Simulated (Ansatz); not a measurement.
## SbPd3 (distorted cell): a check of forces and pressure against finite differences, step by step

With Ansatz 0.2.0 through its Python package.

Interactive session:
```pycon
>>> import ansatz as az
>>> import numpy as np
>>> config = {
...     'functional': 'lda',
...     'filling': 'fermi_dirac',
...     'sigma': 0.1,
...     'cutoff': 540,
...     'kmesh': (4, 4, 4),
...     'tolerance': 1e-09,
... }
>>> VECTORS = np.array([
...     [-0.0252, 3.07391, 3.34425],
...     [3.15564, -0.00286, 3.32191],
...     [3.15096, 3.04689, 0.00182],
... ])
>>> SITES = [
...     ('Sb', [0.49956, 0.49786, 0.50254]),
...     ('Pd', [0.74797, 0.74991, 0.74552]),
...     ('Pd', [0.24591, 0.25513, 0.2491]),
...     ('Pd', [0.99762, 0.00511, 0.998]),
... ]
>>> def make_crystal(cell):
...     crystal = az.Crystal(lattice=az.Lattice.of(cell))
...     for symbol, position in SITES:
...         crystal = crystal.atom(symbol, position)
...     return crystal
...
>>> def solve(crystal):
...     return (
...         crystal.calculation()
...         .functional(config['functional'])
...         .occupations(config['filling'], width=config['sigma'])
...         .basis(config['cutoff'], xc_grid=2)  # plane waves up to this kinetic energy
...         .kpoints(*config['kmesh'])  # sampling of the Brillouin zone
...         .scf(tolerance=config['tolerance'])
...         .forces()  # minus the gradient of the free energy
...         .stress()
...         .run(threads=1)
...     ).report
...
>>> centre = solve(make_crystal(VECTORS))
DeckWarning: output.stress: scf.convergence.dr2_threshold = 1e-9 eV is looser than the 4e-10 eV advised for a printed stress (1e-10 eV for each atom of the cell: 4). What an SCF threshold leaves in a stress goes as its square root, and in the free energy as [...]
>>> start = make_crystal(VECTORS)
>>> # move one atom both ways along a Cartesian axis
>>> print(f'force on atom 1 along y: analytic {centre["forces_ev_ang"][1][1]:.4f} eV/A')
force on atom 1 along y: analytic 0.0657 eV/A
>>> for h in (0.005, 0.02):
...     shift = np.eye(3)[1] * h @ np.linalg.inv(VECTORS)
...     plus, minus = (solve(start.move(1, to=np.array(SITES[1][1]) + sign * shift))['lagrangian_ev'] for sign in (1, -1))
...     print(f'  step {h} A: numerical {-(plus - minus) / (2 * h):.4f} eV/A')
...
  step 0.005 A: numerical 0.0657 eV/A
  step 0.02 A: numerical 0.0657 eV/A
>>> # P = -dF/dV; the difference feels the change of the plane-wave count with the cell
>>> volume = abs(np.linalg.det(VECTORS))
>>> larger, smaller = (solve(make_crystal(VECTORS * (1 + sign * 0.005) ** (1 / 3)))['lagrangian_ev'] for sign in (1, -1))
>>> numerical = -(larger - smaller) / (0.01 * volume) * 160.21766
>>> print(f'pressure: analytic {np.trace(centre["stress_gpa"]) / 3:.3f}, numerical {numerical:.3f} GPa')
pressure: analytic -5.789, numerical -5.786 GPa
```

Caveats:
- For a metal this k-point mesh is coarse: on a finer one energies can move by several to tens of meV an atom and pressures by half a GPa or more, differences at one mesh by less.
- Pressure is positive in compression.
- The cell is a database structure, distorted on purpose.
- Warnings are shown shortened and without file and line.
- The central difference errs as the square of the step, so the shorter step is the fairer test; what remains comes from the finite grid and the SCF threshold.
- Hardware and time: 62 s on 1 thread of Arm Neoverse V2 (shared host), peak memory 0.44 GiB.
